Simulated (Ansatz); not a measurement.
# Zr5Cl: the cost of one run

Program: Ansatz 0.2.0. Level of theory: DFT PBE, scalar-relativistic, plane waves, PAW, unless a step names another level. These are calculated values, not measurements.

### Step 1. Starting point

The structure is hexagonal, space group P-6m2 (No. 187). Conventional cell: a = 3.252 Å, b = 3.252 Å, c = 14.348 Å, α = 90.00°, β = 90.00°, γ = 120.00°. Zr (site symmetry 3m) has 3 Cl at 2.78 Å and 9 Zr at 3.17 to 3.25 Å as nearest neighbours. Zr (site symmetry 3m) has 12 Zr at 3.17 to 3.25 Å as nearest neighbours. Around Zr (site symmetry -6m2) lie 12 Zr at 3.19 to 3.25 Å. Cl (site symmetry -6m2) has 6 Zr at 2.78 Å as nearest neighbours.

Structure file:

```xyz
6
Lattice="3.2524 0.0000 0.0000 -1.6262 2.8167 0.0000 0.0000 0.0000 14.3485" Properties=species:S:1:pos:R:3 pbc="T T T"
Zr    0.0000    1.8778    2.0435
Zr    0.0000    0.0000    4.5996
Zr    0.0000    1.8778   12.3050
Zr    0.0000    0.0000    9.7489
Zr    0.0000    1.8778    7.1742
Cl    0.0000    0.0000    0.0000
```

It came out lowest among 20 distinct ends of the trial cells. At a tolerance of 0.05 Å it has space group P-6m2 (No. 187).

### Step 2. Tight relaxation for the response runs, on the response runs' mesh and smearing

Contents of input.yaml:

```yaml
crystal:
  lattice:
    - [3.2524000583, 0.0, 0.0]
    - [-1.6262000292, 2.8166610737, 0.0]
    - [0.0, 0.0, 14.3484902635]
  atoms:
    - { symbol: Zr, position: [0.3333333333, 0.6666666667, 0.1424205991] }
    - { symbol: Zr, position: [0.0, 0.0, 0.3205599317] }
    - { symbol: Zr, position: [0.3333333333, 0.6666666667, 0.8575794009] }
    - { symbol: Zr, position: [0.0, 0.0, 0.6794400683] }
    - { symbol: Zr, position: [0.3333333333, 0.6666666667, 0.5] }
    - { symbol: Cl, position: [0.0, 0.0, 0.0] }
basis:
  ecutwfc: 420
kpoints:
  mp_grid: { grid: [12, 12, 2] }
hamiltonian:
  xc: pbe
scf:
  occupations: { method: gaussian, width: 0.1 }
output:
  forces: true
  stress: true
  eigenvalues: true
relax:
  adjacent_minimum: "off"
  f_tol: 0.001
  max_steps: 60
  cell: { stress_tol: 0.01 }
```

On the command line:

```
ansatz run input.yaml --threads 3 --pin off --max-ram 7680MiB --backend cpu --events-out ev --progress --plain --runs-dir out
```

Q: Estimate wall time and peak memory on 3 threads of Intel Xeon at 2.50GHz (Skylake/Cascade Lake), shared host.

About 32 s, with a peak of 0.54 GiB.
